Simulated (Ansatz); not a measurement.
# Os2Pt: the cost of one run

Method: DFT PBE, scalar-relativistic, plane waves, PAW, in Ansatz 0.2.0.

2 further runs of the same task are left out: 1 that didn't finish, 1 set aside as unsound or not needed.

### Step 1. The system as given

The structure is cubic, space group Fm-3m (No. 225). Conventional cell: a = 5.358 Å, b = 5.358 Å, c = 5.358 Å, α = 90.00°, β = 90.00°, γ = 90.00°. Os (site symmetry -43m) has 4 Pt at 2.32 Å as nearest neighbours. Pt (site symmetry m-3m) is surrounded by 8 Os at 2.32 Å.

Structure file:

```
CELL_PARAMETERS angstrom
0.00000 2.67879 2.67879
2.67879 0.00000 2.67879
2.67879 2.67879 0.00000
ATOMIC_POSITIONS crystal
Os 0.25000 0.25000 0.25000
Os 0.75000 0.75000 0.75000
Pt 0.00000 0.00000 0.00000
```

Recipe of the guess: species swapped into a database cell of CeO2 (Fm-3m, No. 225), with Pt on the Ce sites and Os on the O sites. Lengths come from tabulated atomic sizes and are only a guess.

### Step 2. The guess as it stands, on a coarse mesh

Input file input.yaml:

```yaml
crystal:
  lattice:
    - [0.0, 2.6787921, 2.6787921]
    - [2.6787921, 0.0, 2.6787921]
    - [2.6787921, 2.6787921, 0.0]
  atoms:
    - { symbol: Os, position: [0.25, 0.25, 0.25] }
    - { symbol: Os, position: [0.75, 0.75, 0.75] }
    - { symbol: Pt, position: [0.0, 0.0, 0.0] }
basis:
  ecutwfc: 420
kpoints:
  mp_grid: { grid: [6, 6, 6] }
hamiltonian:
  xc: pbe
scf:
  occupations: { method: gaussian, width: 0.1 }
  lower_state_search: "off"
output:
  forces: true
  stress: true
  eigenvalues: true
```

Launch:

```sh
$ ansatz run input.yaml --threads 1 --pin off --max-ram 2048MiB --backend cpu --events-out ev --progress --plain --runs-dir out
```

What time and memory should one allow on 1 thread of Intel Xeon at 2.80GHz (Skylake/Cascade Lake), shared host?

About 1.1 s, with a peak of 0.34 GiB.
